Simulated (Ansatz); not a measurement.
# Cl2GeH2: the cost of one run

Program: Ansatz 0.2.0. Level of theory: RKS BHLYP/def2-SVP. These are calculated values, not measurements.

### 1 The system as given

Bond lengths: Ge1–H2 1.750 Å, Ge1–Cl3 2.420 Å, Ge1–H4 1.549 Å, Ge1–Cl5 2.218 Å. Angles: H2–Ge1–Cl3 50.3°, H2–Ge1–H4 120.2°, H2–Ge1–Cl5 120.2°, Cl3–Ge1–H4 122.7°, Cl3–Ge1–Cl5 122.7°, H4–Ge1–Cl5 109.5°.

Structure file:

```xyz
5

Ge    0.0000    0.0000    0.0000
H     0.7476    0.0000    1.5822
Cl    2.3434    0.0000    0.6042
H    -0.7300    1.2648   -0.5162
Cl   -1.0456   -1.8115   -0.7393
```

### 2 A restrained relaxation towards end A

Springs on the bonds that form and break draw the guess towards this end; the thresholds are loose.

The input, input.yaml:

```yaml
crystal:
  periodic: [false, false, false]
  atoms:
    - { symbol: Ge, position_ang: [0.0, 0.0, 0.0] }
    - { symbol: H, position_ang: [0.7476, 0.0, 1.5822] }
    - { symbol: Cl, position_ang: [2.3434, 0.0, 0.6042] }
    - { symbol: H, position_ang: [-0.73, 1.2648, -0.5162] }
    - { symbol: Cl, position_ang: [-1.0456, -1.8115, -0.7393] }
basis:
  gaussian: { orbitals: def2-SVP }
hamiltonian:
  xc: { name: BHLYP }
relax:
  f_tol: 0.15
  max_steps: 25
  restrain:
    - { distance: [1, 2], at: 2.57, k: 30.0 }
    - { distance: [0, 1], at: 1.55, k: 30.0 }
    - { distance: [0, 2], at: 2.22, k: 30.0 }
```

The run is started by

```sh
> ansatz run input.yaml --threads 1 --pin off --max-ram 2048MiB --backend cpu --events-out ev --progress --plain --runs-dir out
```

What time and memory should one allow on 1 thread of Arm Neoverse V1, shared host?

About 20 s, with a peak of 0.16 GiB.
